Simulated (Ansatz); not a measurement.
Runs of Ansatz 0.2.0 on Sn. The cell holds a sheet with vacuum, 1 atom: a = 2.967 Å, b = 2.967 Å, c = 23.800 Å, α = 90.00°, β = 90.00°, γ = 90.00°. The cell was built by a generator and needn't be a form met in nature.

| task | level | cutoff (eV) | basis error allowed | gap on the mesh (eV) | work function (eV) |
| --- | --- | --- | --- | --- | --- |
| single point | PBE | 205 | 0.002 eV/atom | none | 4.34 |
| single point | LDA | 205 | 0.002 eV/atom | none | (a) |
| projected density of states | PBE | 205 | 0.002 eV/atom | - | 4.34 |
| single point | PBEsol | 205 | 0.002 eV/atom | none | 4.43 |
| single point | PBE | 222 | 0.001 eV/atom | none | 4.34 |

Alike in all rows: potentials or basis all-electron LAPW, scalar-relativistic; no spin polarisation; cell as given; k mesh 9 × 9 × 1; smearing fermi-dirac 0.05 eV.

Question: Fill in the values left out.

Answer: (a) 4.61.

Caveats: spin-orbit coupling is left out, which moves the levels of the heavy elements (some runs).

A k mesh can miss the band edges, and the runs leave out spin-orbit coupling on Sn.

A gap of «none» marks a metal or a gap under the smearing width.
